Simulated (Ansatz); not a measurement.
# GaHO₂ (singlet): wave-function methods side by side at a displaced geometry (v1), cc-pVDZ

An exercise on one series of results from a longer session: the logs are not shown, and one member is left open.

Program: Ansatz 0.2.0, Gaussian basis. Level of theory: cc-pVDZ, core rule «outside noble gas», up to 16 orbitals frozen. These are calculated values, not measurements.

Plan: UHF; CCSD(T) on RHF; BCCD(T) on RHF; CISD; CCSDT(Q) on RHF.

23 further runs of the same task are left out: 14 that didn't finish, 9 set aside as unsound or not needed.

## The geometry

The geometry is a PBE0/def2-TZVP stationary point (not a proven minimum) with its atoms shifted at random (size 0.040 Å). No spin-orbit coupling is included. The filled d shell of Ga may be among the frozen orbitals whatever the setting's name suggests; the logs give the count.

4 atoms, charge 0, spin multiplicity 1.

Atoms are counted from 1 here; the program's logs count them from 0.

Bond lengths: O1–Ga2 1.655 Å, Ga2–O3 1.787 Å, O3–H4 0.898 Å. Angles: O1–Ga2–O3 178.2°, Ga2–O3–H4 117.0°.

Coordinates:

```xyz
4
GaHO2
O     0.00233   -0.15291    2.24219
Ga    0.00153   -0.17385    0.58760
O     0.04946   -0.22613   -1.19799
H    -0.05332    0.55289   -1.63180
```

The first run:

File in.yaml:

```yaml
crystal:
  periodic: [false, false, false]
  atoms:
    - {symbol: O, position_ang: [0.002328, -0.152908, 2.242188]}
    - {symbol: Ga, position_ang: [0.001525, -0.173851, 0.587598]}
    - {symbol: O, position_ang: [0.049463, -0.226132, -1.197988]}
    - {symbol: H, position_ang: [-0.053316, 0.552891, -1.631797]}
basis:
  gaussian: {orbitals: cc-pVDZ}
magnetization: {spin_polarized: true, initial_magnetization: 0}
hamiltonian: {xc: hf}
output: {orbitals: {seedname: orbitals}}
```

Started as:

```sh
$ ansatz run in.yaml --threads 1 --pin off --events-out ev --progress --plain --max-ram 2393MiB
```

Steps of the session up to this table: UHF; CCSD(T) on RHF; BCCD(T) on RHF; CISD; CCSDT(Q) on RHF.

One table of the session follows, with a row left open; its other results are not shown here.

| method | from RCCSDT(Q) (kJ/mol) |
| --- | --- |
| RHF | +1242.8 |
| RMP2 | +42.2 |
| RCCSD | +52.4 |
| RCCSD(T) | ? |
| BCCD(T) | +8.4 |
| RCCSDT | +7.6 |
| RCCSDT(Q) | 0 |

**Question.** Estimate the row for RCCSD(T).

The run gave: from RCCSDT(Q) (kJ/mol): +9.7. In the column «from RCCSDT(Q) (kJ/mol)» it lies between BCCD(T) (+8.4) and RMP2 (+42.2).

Not comparable, so not listed: CISD (they don't share determinant, frozen orbitals or solution with the rows shown, or repeat one).
